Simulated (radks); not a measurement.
**Ionisation energy and size from Hf²⁺ to Au²⁺**

One table from this session's results is given with a row withheld; the runs are named, their logs left out.

Program: radks (a radial shooting solver on a logarithmic mesh, Libxc functionals) version 1. Level of theory: Dirac Kohn-Sham, PBE, spin-unpolarised, spherical densities, finite nucleus; open shells fill j = l - 1/2 first. These are calculated values, not measurements, unless marked.

### Starting point

| Quantity | Value |
| --- | --- |
| species | Hf²⁺, Ta²⁺, W²⁺, Re²⁺, Os²⁺, Ir²⁺, Pt²⁺, Au²⁺ |
| runs | 16, each species and its next ion |

The first run:

The run's settings:

```text
Z 72
configuration [Xe] 4f14 5d2
relativity Dirac
functional pbe,pbe
spin unpolarised
j_filling energy
nucleus finite rms 5.347 fm
c 137.035999084
```

Steps of the session up to this table: Hf²⁺, [Xe] 4f14 5d2; Hf³⁺, [Xe] 4f14 5d1; Ta²⁺, [Xe] 4f14 5d3; Ta³⁺, [Xe] 4f14 5d2; W²⁺, [Xe] 4f14 5d4; W³⁺, [Xe] 4f14 5d3; Re²⁺, [Xe] 4f14 5d5; Re³⁺, [Xe] 4f14 5d4; Os²⁺, [Xe] 4f14 5d6; Os³⁺, [Xe] 4f14 5d5; Ir²⁺, [Xe] 4f14 5d7; Ir³⁺, [Xe] 4f14 5d6; Pt²⁺, [Xe] 4f14 5d8; Pt³⁺, [Xe] 4f14 5d7; Au²⁺, [Xe] 4f14 5d9; Au³⁺, [Xe] 4f14 5d8.

One table of the session follows, with a row left open; its other results are not shown here.

| species | Δ-SCF (eV) | −ε(HOMO) (eV) | its <r> (bohr) |
| --- | --- | --- | --- |
| Hf²⁺ | 22.057 | 16.901 | 2.09 |
| Ta²⁺ | 23.864 | 18.507 | 1.96 |
| W²⁺ | ? | ? | ? |
| Re²⁺ | 26.426 | 20.774 | 1.82 |
| Os²⁺ | 28.125 | 22.262 | 1.73 |
| Ir²⁺ | 29.797 | 23.726 | 1.65 |
| Pt²⁺ | 31.449 | 25.171 | 1.58 |
| Au²⁺ | 33.083 | 26.602 | 1.52 |

Estimate the missing values for W²⁺.

As computed: Δ-SCF (eV): 25.645; −ε(HOMO) (eV): 20.078; its <r> (bohr): 1.86. In the column «Δ-SCF (eV)» it lies between Ta²⁺ (23.864) and Re²⁺ (26.426).

Spin polarisation and multiplet splitting are left out, so open shells lie too high by an amount that depends on their filling.
